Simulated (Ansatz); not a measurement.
# C2H4FGa: how energies converge with the basis set

An exercise on one series of results from a longer session: the logs are not shown, and one member is left open.

The runs use Ansatz 0.2.0, Gaussian basis; one geometry, several basis sets.

Plan: PBE0-D4/def2-SVP; ωB97M-V/def2-SVP; PBE0-D4/def2-QZVPP; ωB97M-V/def2-QZVPP; the functionals' def2-TZVPP values are taken from earlier runs.

## The geometry

All runs share one geometry, relaxed beforehand with PBE0-D4 in a triple-zeta def2 set.

SMILES `C=[CH][GaH][F]`, 8 atoms, charge 0, spin multiplicity 1.

Atoms are counted from 1 here; the program's logs count them from 0.

Bond lengths: C1–C2 1.332 Å, C1–H5 1.088 Å, C1–H6 1.088 Å, C2–Ga3 1.936 Å, C2–H7 1.087 Å, Ga3–F4 1.763 Å, Ga3–H8 1.557 Å. Angles: C2–C1–H5 122.2°, C2–C1–H6 122.3°, H5–C1–H6 115.5°, C1–C2–Ga3 120.9°, C1–C2–H7 118.8°, Ga3–C2–H7 120.3°, C2–Ga3–F4 115.4°, C2–Ga3–H8 129.9°, F4–Ga3–H8 114.7°.

The first run:

Input file in.yaml:

```yaml
crystal:
  periodic: [false, false, false]
  atoms:
    - {symbol: C, position_ang: [-0.837090, 1.175416, 0.060894]}
    - {symbol: C, position_ang: [0.342633, 0.569538, -0.065008]}
    - {symbol: Ga, position_ang: [0.481684, -1.360205, -0.007647]}
    - {symbol: F, position_ang: [2.110504, -2.006062, -0.199573]}
    - {symbol: H, position_ang: [-1.762069, 0.620546, 0.200088]}
    - {symbol: H, position_ang: [-0.941088, 2.257840, 0.031592]}
    - {symbol: H, position_ang: [1.232285, 1.179647, -0.202309]}
    - {symbol: H, position_ang: [-0.626870, -2.436730, 0.181962]}
basis:
  gaussian: {orbitals: def2-SVP}
hamiltonian: {xc: pbe0, dispersion: d4}
output: {orbitals: {seedname: orbitals}}
```

The run is started by

```console
ansatz run in.yaml --threads 2 --pin off --events-out ev --progress --plain --max-ram 32768MiB --backend cpu
```

Among the steps run: PBE0-D4 in def2-SVP; ωB97M-V in def2-SVP; PBE0-D4 in def2-QZVPP; ωB97M-V in def2-QZVPP.

One table of the session follows, with a row left open; its other results are not shown here.

It belongs to the step «Density functionals: the series». 

```
functional       basis  HOMO (eV)  LUMO (eV)
   PBE0-D4    def2-SVP      -8.38      -1.57
   PBE0-D4  def2-TZVPP      -8.44      -1.66
   PBE0-D4  def2-QZVPP      -8.46      -1.69
   ωB97M-V    def2-SVP          ?          ?
   ωB97M-V  def2-TZVPP     -10.65       0.19
   ωB97M-V  def2-QZVPP     -10.68       0.07
```

Q: Estimate the row for ωB97M-V, def2-SVP from the others.

The run gave: HOMO (eV): -10.56; LUMO (eV): 0.33. In the column «HOMO (eV)» it lies between ωB97M-V, def2-TZVPP (-10.65) and PBE0-D4, def2-QZVPP (-8.46).
